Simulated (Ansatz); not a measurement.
# C3H10BFSi: the cost of one run

Program: Ansatz 0.2.0. Level of theory: RKS B3LYP-D4/def2-SVP. These are calculated values, not measurements.

## (1) The structure to begin with

Bond lengths (14 of 15 bonds, heavy atoms first): B1–C2 1.566 Å, C2–F3 1.381 Å, C2–Si4 1.911 Å, C2–C5 1.557 Å, C5–C6 1.547 Å, B1–H7 1.142 Å, B1–H8 1.234 Å, Si4–H9 1.425 Å, Si4–H10 1.413 Å, Si4–H11 1.536 Å, C5–H12 1.078 Å, C5–H13 1.074 Å, C6–H14 1.125 Å, C6–H15 1.093 Å. Angles (14 of 27 angles, heavy atoms first): B1–C2–F3 108.9°, B1–C2–Si4 108.6°, B1–C2–C5 112.5°, F3–C2–Si4 108.7°, F3–C2–C5 110.5°, Si4–C2–C5 107.5°, C2–C5–C6 112.8°, C2–B1–H7 125.3°, C2–B1–H8 116.2°, C2–Si4–H9 108.8°, C2–Si4–H10 111.3°, C2–Si4–H11 105.8°, C2–C5–H12 110.7°, C2–C5–H13 109.0°.

As a file:

```xyz
16

B    -1.5629   -0.7397    0.0748
C    -0.1756   -0.1654    0.5213
F    -0.3731    0.7311    1.5526
Si    0.9046   -1.6058    1.1615
C     0.5933    0.5115   -0.6510
C    -0.0525    1.8437   -1.1006
H    -1.8636   -1.8410    0.1115
H    -2.4039    0.0885   -0.2857
H     1.0322   -2.5781    0.1274
H     2.1412   -1.1382    1.6603
H     0.1053   -2.2539    2.3019
H     0.6919   -0.1655   -1.4842
H     1.5760    0.7831   -0.3134
H    -0.1772    2.5505   -0.2346
H     0.5867    2.2812   -1.8721
H    -1.0451    1.6753   -1.5254
```

## (2) End point A

File input.yaml:

```yaml
crystal:
  periodic: [false, false, false]
  atoms:
    - { symbol: B, position_ang: [-1.5629, -0.7397, 0.0748] }
    - { symbol: C, position_ang: [-0.1756, -0.1654, 0.5213] }
    - { symbol: F, position_ang: [-0.3731, 0.7311, 1.5526] }
    - { symbol: Si, position_ang: [0.9046, -1.6058, 1.1615] }
    - { symbol: C, position_ang: [0.5933, 0.5115, -0.651] }
    - { symbol: C, position_ang: [-0.0525, 1.8437, -1.1006] }
    - { symbol: H, position_ang: [-1.8636, -1.841, 0.1115] }
    - { symbol: H, position_ang: [-2.4039, 0.0885, -0.2857] }
    - { symbol: H, position_ang: [1.0322, -2.5781, 0.1274] }
    - { symbol: H, position_ang: [2.1412, -1.1382, 1.6603] }
    - { symbol: H, position_ang: [0.1053, -2.2539, 2.3019] }
    - { symbol: H, position_ang: [0.6919, -0.1655, -1.4842] }
    - { symbol: H, position_ang: [1.576, 0.7831, -0.3134] }
    - { symbol: H, position_ang: [-0.1772, 2.5505, -0.2346] }
    - { symbol: H, position_ang: [0.5867, 2.2812, -1.8721] }
    - { symbol: H, position_ang: [-1.0451, 1.6753, -1.5254] }
basis:
  gaussian: { orbitals: def2-SVP }
hamiltonian:
  xc: b3lyp
  dispersion: d4
relax:
  f_tol: 0.015
  max_steps: 40
```

Command:

```bash
$ ansatz run input.yaml --threads 2 --pin off --max-ram 3072MiB --backend cpu --events-out ev --progress --plain --runs-dir out
```

Q: Estimate wall time and peak memory on 2 threads of Arm Neoverse V2, shared host.

About 89 s, with a peak of 0.39 GiB.
